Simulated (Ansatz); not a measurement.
# F₂H₄OSi₂: vertical ionisation energy

How much energy removes an electron from F₂H₄OSi₂ at fixed geometry? The cation is run at each level and the neutral's energy taken from earlier runs.

Computed with Ansatz 0.2.0, Gaussian basis. Level: unrestricted cation, the program's frozen cores in correlated methods.

Levels to be run: UKS PBE-D4/def2-TZVPP; UKS r2SCAN-D4/def2-TZVPP; UKS PBE0-D4/def2-TZVPP; UKS B3LYP-D4/def2-TZVPP; UKS wB97X-V/def2-TZVPP; UKS wB97M-V/def2-TZVPP; UKS B2PLYP/def2-TZVPP; UHF-CCSD(T)/def2-TZVPP; UHF-MP2/def2-QZVPP; extrapolation to the limit; then −ε(HOMO) from the neutral's earlier runs with LDA (SPW92), PBE-D4, revPBE-D4, BLYP-D4, r2SCAN-D4, B97M-V, PBE0-D4, B3LYP-D4, r2SCANh-D4, r2SCAN0-D4, HSE06-D4, BHLYP-D4, CAM-B3LYP-D4, LC-ωPBE, ωB97X-V, ωB97M-V.

## 1. Structure used throughout

An earlier PBE0-D4 in a triple-zeta def2 set relaxation fixed the geometry.

9 atoms, charge 0, spin multiplicity 1.

Atoms are counted from 1 here; the program's logs count them from 0.

Bond lengths: O1–Si2 1.621 Å, O1–H6 0.959 Å, Si2–F3 1.592 Å, Si2–F4 1.592 Å, Si2–Si5 2.328 Å, Si5–H7 1.485 Å, Si5–H8 1.485 Å, Si5–H9 1.485 Å. Angles: Si2–O1–H6 120.5°, O1–Si2–F3 110.1°, O1–Si2–F4 110.1°, O1–Si2–Si5 109.3°, F3–Si2–F4 104.4°, F3–Si2–Si5 111.4°, F4–Si2–Si5 111.4°, Si2–Si5–H7 109.1°, Si2–Si5–H8 109.3°, Si2–Si5–H9 109.3°, H7–Si5–H8 109.7°, H7–Si5–H9 109.7°, H8–Si5–H9 109.8°.

## 2. Cation, UKS PBE-D4/def2-TZVPP

in.yaml reads:

```yaml
crystal:
  periodic: [false, false, false]
  atoms:
    - {symbol: O, position_ang: [0.246275, 1.857014, 0.435899]}
    - {symbol: Si, position_ang: [0.784697, 0.367650, 0.089686]}
    - {symbol: F, position_ang: [1.734950, 0.412688, -1.186931]}
    - {symbol: F, position_ang: [1.721878, -0.161612, 1.262853]}
    - {symbol: Si, position_ang: [-1.031065, -1.048900, -0.252082]}
    - {symbol: H, position_ang: [0.864314, 2.570826, 0.606082]}
    - {symbol: H, position_ang: [-0.531073, -2.412103, -0.563665]}
    - {symbol: H, position_ang: [-1.841632, -0.542072, -1.388085]}
    - {symbol: H, position_ang: [-1.859943, -1.089791, 0.979043]}
basis:
  gaussian: {orbitals: def2-TZVPP}
total_charge: 1
magnetization: {spin_polarized: true, initial_magnetization: 1}
hamiltonian: {xc: pbe, dispersion: d4}
```

On the command line:

```sh
$ ansatz run in.yaml --threads 2 --pin off --events-out ev --progress --plain --max-ram 22528MiB --backend cpu
```

After this run come: Cation, UKS r2SCAN-D4/def2-TZVPP; Cation, UKS PBE0-D4/def2-TZVPP; Cation, UKS B3LYP-D4/def2-TZVPP; Cation, UKS wB97X-V/def2-TZVPP; Cation, UKS wB97M-V/def2-TZVPP; Cation, UKS B2PLYP (frozen core)/def2-TZVPP; Cation, UHF-CCSD(T)/def2-TZVPP; Cation, UHF-MP2/def2-QZVPP.

Q: Predict the results of all the runs planned. Wanted: ionisation energy, CCSD(T)/CBS; nearest functional by difference; nearest −ε(HOMO); −ε(HOMO) of PBE; T1 of the cation.

As calculated:

```
                        quantity               value
  ionisation energy, CCSD(T)/CBS            11.58 eV
nearest functional by difference  ωB97M-V (-0.20 eV)
                nearest −ε(HOMO)  LC-ωPBE (+0.12 eV)
                 −ε(HOMO) of PBE             7.76 eV
                T1 of the cation               0.017
```

In words: Energy differences with functionals land within 0.66 eV of the reference. −ε(HOMO) of PBE misses by 3.8 eV, since self-interaction lifts the level. Among orbital estimates LC-ωPBE comes nearest. Hartree-Fock falls 0.79 eV short, as the neutral has more correlation energy than the cation.
